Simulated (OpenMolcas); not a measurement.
# AlClF2 (SMILES [F][Al]([F])[Cl]): HF/6-31G

What is the energy change on altering one bond length of AlClF2 at HF/6-31G? 

Program for the calculation: OpenMolcas 26.06.

8 further runs of the same task are left out: 8 set aside as unsound or not needed.

## 1. Starting point

The species is AlClF2 (4 atoms), meant as a singlet with charge 0. SMILES: `[F][Al]([F])[Cl]`. The coordinates come from a PBE0-D4/def2-TZVP relaxation.

Bond lengths: F1–Al2 1.631 Å, Al2–F3 1.631 Å, Al2–Cl4 2.061 Å. Angles: F1–Al2–F3 119.0°, F1–Al2–Cl4 120.5°, F3–Al2–Cl4 120.5°.

## 2. Energy and gradient at HF/6-31G

job.inp reads:

```
&GATEWAY
  BasLib
  $CurrDir
  Coord
  4
  bohr
  F      1.88443489     1.36392873     2.17250474
  Al     0.13092023    -0.09590360     0.10123263
  F      0.51682120    -3.12526686    -0.31116230
  Cl    -2.53219521     1.85724173    -1.96259396
  Basis
  6-31G
  Group
  NoSym

&SEWARD

&SCF
  Thresholds
  1e-06 0.001 0.001 0.01
  PrOrbitals
  0

&ALASKA
```

The basis set 6-31G is read from a file made from the Basis Set Exchange's data (not shown).

Command:

```
$ export MOLCAS_MEM=1860
$ pymolcas job.inp > job.log
```

Log:

```text
--- Start Module: gateway ---

                                              &GATEWAY

                       available to each process: 1.9 GB of memory, 1 thread

 Basis Set     1 Label: F.6-31G
 Basis set is read from library:.
 basistype.tbl is not found

 Basis Set     2 Label: AL.6-31G
 Basis set is read from library:.
 basistype.tbl is not found

 Basis Set     3 Label: F.6-31G
 Basis set is read from library:.
 basistype.tbl is not found

 Basis Set     4 Label: CL.6-31G
 Basis set is read from library:.
 basistype.tbl is not found

++    Symmetry information:
      ---------------------

                    Character Table for C1

                             E
                    a        1  x, y, xy, Rz, z, xz, Ry, yz, Rx, I
--

++    Basis set information:
      ----------------------

      Basis set label: F.6-31G.........

      Electronic valence basis set:
      ------------------
      Associated Effective Charge   9.000000 au
      Associated Actual Charge      9.000000 au
      Nuclear Model: Point charge

      Shell  nPrim  nBasis  Cartesian Spherical Contaminant
         s      10       3        X
         p       4       2        X

      Basis set label: AL.6-31G.........

      Electronic valence basis set:
      ------------------
      Associated Effective Charge  13.000000 au
      Associated Actual Charge     13.000000 au
      Nuclear Model: Point charge

      Shell  nPrim  nBasis  Cartesian Spherical Contaminant
         s      16       4        X
         p      10       3        X

      Basis set label: F.6-31G.........

      Electronic valence basis set:
      ------------------
      Associated Effective Charge   9.000000 au
      Associated Actual Charge      9.000000 au
      Nuclear Model: Point charge

      Shell  nPrim  nBasis  Cartesian Spherical Contaminant
         s      10       3        X
         p       4       2        X

      Basis set label: CL.6-31G.........

      Electronic valence basis set:
      ------------------
      Associated Effective Charge  17.000000 au
      Associated Actual Charge     17.000000 au
      Nuclear Model: Point charge

      Shell  nPrim  nBasis  Cartesian Spherical Contaminant
         s      16       4        X
         p      10       3        X
--

++    Molecular structure info:
      -------------------------

                    ************************************************
                    **** Cartesian Coordinates / bohr, angstrom ****
                    ************************************************

     Center  Label                x              y              z                     x              y              z
        1      F1               1.884435       1.363929       2.172505              0.997200       0.721760       1.149640
        2      AL2              0.130920      -0.095904       0.101233              0.069280      -0.050750       0.053570
        3      F3               0.516821      -3.125267      -0.311162              0.273490      -1.653820      -0.164660
        4      CL4             -2.532195       1.857242      -1.962594             -1.339980       0.982810      -1.038560

                    ***************************************
                    *    InterNuclear Distances / bohr    *
                    ***************************************

               1 F1            2 AL2           3 F3            4 CL4
    1 F1       0.000000
    2 AL2      3.081573        0.000000
    3 F3       5.309599        3.081563        0.000000
    4 CL4      6.070339        3.894399        6.070348        0.000000

                    *******************************************
                    *    InterNuclear Distances / angstrom    *
                    *******************************************

               1 F1            2 AL2           3 F3            4 CL4
    1 F1       0.000000
    2 AL2      1.630698        0.000000
    3 F3       2.809719        1.630693        0.000000
    4 CL4      3.212285        2.060827        3.212290        0.000000
--

            Nuclear Potential Energy            198.34793538 au

--- Stop Module: gateway /rc=_RC_ALL_IS_WELL_ ---

--- Start Module: seward ---

                                              &SEWARD

                       available to each process: 1.9 GB of memory, 1 thread

               SEWARD will generate:
                  Multipole Moment integrals up to order  2
                  Kinetic Energy integrals
                  Nuclear Attraction integrals (point charge)
                  One-Electron Hamiltonian integrals
                  Velocity integrals
                  Orbital angular momentum around ( -0.3942   0.2891  -0.3055 )
                  Velocity quadrupole around ( -0.3942   0.2891  -0.3055 )
                  Two-Electron Repulsion integrals

                   Integrals are discarded if absolute value <: 1.00E-14
                   Integral cutoff threshold is set to       <: 1.00E-16

            Nuclear Potential Energy            198.34793538 au

      Basis set specifications :
      Symmetry species         a
      Basis functions           44

--- Stop Module: seward /rc=_RC_ALL_IS_WELL_ ---

--- Start Module: scf ---

                                                &SCF

                       available to each process: 1.9 GB of memory, 1 thread

++    Input section:
      --------------

      Header of the integral files:

      Cartesian coordinates in angstrom:
      -----------------------------------------------------
      No.  Label        X            Y            Z
      -----------------------------------------------------
       1   F1         0.99720000   0.72176000   1.14964000
       2   AL2        0.06928000  -0.05075000   0.05357000
       3   F3         0.27349000  -1.65382000  -0.16466000
       4   CL4       -1.33998000   0.98281000  -1.03856000
      -----------------------------------------------------
      Nuclear repulsion energy =  198.34793538
--

++    Orbital specifications:
      -----------------------

      Symmetry species               1
                                     a
      Frozen orbitals                0
      Occupied orbitals             24
      Secondary orbitals            20
      Deleted orbitals               0
      Total number of orbitals      44
      Number of basis functions     44
--

      Molecular charge                           0.000

++    Optimization specifications:
      ----------------------------

      SCF Algorithm: Conventional
      Minimized density differences are used
      Number of density matrices in core                 5
      Maximum number of NDDO SCF iterations            400
      Maximum number of HF SCF iterations              400
      Threshold for SCF energy change             1.00E-06
      Threshold for density matrix                1.00E-03
      Threshold for Fock matrix                   1.00E-03
      Threshold for linear dependence             1.00E-09
      Threshold at which DIIS is turned on        1.50E-01
      Maximum depth in the DIIS procedure                5
      Maximum depth in the BFGS Hessian update          30
      Threshold at which QNR/C2DIIS is turned on  7.50E-02
      Threshold for Norm(delta) (QNR/C2DIIS)      1.00E-02
      All orbitals punched on: SCFORB
--

      Input vectors read from INPORB
      Orbital file label: *Guess orbitals

++ Convergence information
                                   SCF        iterations: Energy and convergence statistics

Iter     Tot. SCF        One-elec.       Two-elec.     Energy      Max Dij or  Max Fij      DNorm      TNorm      AccCon     Time
         Energy          Energy          Energy        Change      Delta Norm                                                in Sec.
   1  -900.196774074 -1646.817749482   548.273040033   0.00E+00    2.46E-01*   1.69E-01*    9.49E+00   1.48E+02   None         0.
   2  -900.341769425 -1643.866517782   545.176812981  -1.45E-01*   1.03E-01*   8.90E-02*    1.81E+00   1.48E+02   EDIIS        0.
   3  -900.365768200 -1646.790641650   548.076938074  -2.40E-02*   1.30E-02*   3.36E-02*    4.44E-01   1.48E+02   c2DIIS       0.
   4  -900.380208997 -1645.690868853   546.962724481  -1.44E-02*   4.95E-03    1.37E-03*    5.78E-02   1.48E+02   QNRc2DIIS    0.
   5  -900.380270124 -1645.710462592   546.982257093  -6.11E-05*   2.88E-03    8.49E-04     6.55E-03   1.48E+02   QNRc2DIIS    0.
   6  -900.380278117 -1645.698470269   546.970256776  -7.99E-06*   4.65E-04    4.19E-04     1.48E-03   1.48E+02   QNRc2DIIS    0.
   7  -900.380278980 -1645.705942924   546.977728569  -8.63E-07    2.06E-04    5.96E-05     3.04E-04   1.48E+02   QNRc2DIIS    0.

       Convergence after   7 Iterations
--

 *****************************************************************************************************************************
 *                                             SCF/KS-DFT Program, Final results                                             *
 *                                                       Final Results                                                       *
 *****************************************************************************************************************************

::    Total SCF energy                               -900.3802789797
      One-electron energy                           -1645.7059429242
      Two-electron energy                             546.9777285691
      Nuclear repulsion energy                        198.3479353754
      Kinetic energy (interpolated)                   900.7218301946
      Virial theorem                                    0.9996208028
      Total spin, S(S+1)                                0.0000000000
      Total spin, S                                     0.0000000000
      Max non-diagonal density matrix element           0.0002302535
      Max non-diagonal Fock matrix element              0.0000284956

      No orbitals printed

++    Molecular charges:
      ------------------

      Mulliken charges per centre
      ---------------------------

                F1      AL2     F3      CL4
      Total    9.6469 11.3006  9.6469 17.4057

      N-E     -0.6469  1.6994 -0.6469 -0.4057

      Total electronic charge=   48.000000

      Total            charge=   -0.000000
--

++    Molecular properties:
      ---------------------

      Charge (e):
                      =   -0.0000
      Dipole Moment (debye):
      Origin of the operator (angstrom)=   -0.2086    0.1530   -0.1617
                   X= -1.0195E-01               Y=  7.5576E-02               Z= -8.0543E-02           Total=  1.5031E-01
      Quadrupole Moment (debye*angstrom):
      Origin of the operator (angstrom)=   -0.2086    0.1530   -0.1617
                  XX= -3.6520E+01              XY=  1.8519E+00              XZ= -6.5838E+00              YY= -4.2101E+01
                  YZ= -1.5555E+00              ZZ= -3.5961E+01
      In traceless form (debye*angstrom)
                  XX=  2.5110E+00              XY=  2.7779E+00              XZ= -9.8757E+00              YY= -5.8608E+00
                  YZ= -2.3332E+00              ZZ=  3.3498E+00
--

--- Stop Module: scf /rc=_RC_ALL_IS_WELL_ ---

--- Start Module: alaska ---

                                              &ALASKA

                       available to each process: 1.9 GB of memory, 1 thread

                     Threshold for contributions to the gradient: 1.000E-07

                    ********************************************
                    * Symmetry Adapted Cartesian Displacements *
                    ********************************************

           Irreducible representation : a
           Basis function(s) of irrep: x, y, xy, Rz, z, xz, Ry, yz, Rx, I

 Basis Label        Type   Center Phase
   1   F1           x         1     1
   2   F1           y         1     1
   3   F1           z         1     1
   4   AL2          x         2     1
   5   AL2          y         2     1
   6   AL2          z         2     1
   7   F3           x         3     1
   8   F3           y         3     1
   9   F3           z         3     1
  10   CL4          x         4     1
  11   CL4          y         4     1
  12   CL4          z         4     1

                     No automatic utilization of translational and rotational invariance of the energy is employed.

 Conventional ERI gradients!

 **************************************************
 *              Molecular gradients               *
 **************************************************

  Irreducible representation: a
 ------------------------------------------------------------------------------------------
                              X                       Y                       Z
 ------------------------------------------------------------------------------------------
  F1               -1.47419590478339E-02   -1.19253958324785E-02   -1.73163919531394E-02
  AL2              -4.84955222438144E-03    3.55827211375548E-03   -3.76856552928562E-03
  F3               -3.41935608570720E-03    2.52459199315389E-02    3.24737660414964E-03
  CL4               2.30108673579288E-02   -1.68787962128132E-02    1.78375808782647E-02
 ------------------------------------------------------------------------------------------

--- Stop Module: alaska /rc=_RC_ALL_IS_WELL_ ---
--- Module alaska spent 1 second ---

.##################.
.# Happy landing! #.
.##################.

    Timing: Wall=2.70 User=2.19 System=0.50
```

It took 3 s on 1 thread of Arm Neoverse V1, shared host; peak memory 0.38 GiB.

[end of part 1 of 2]
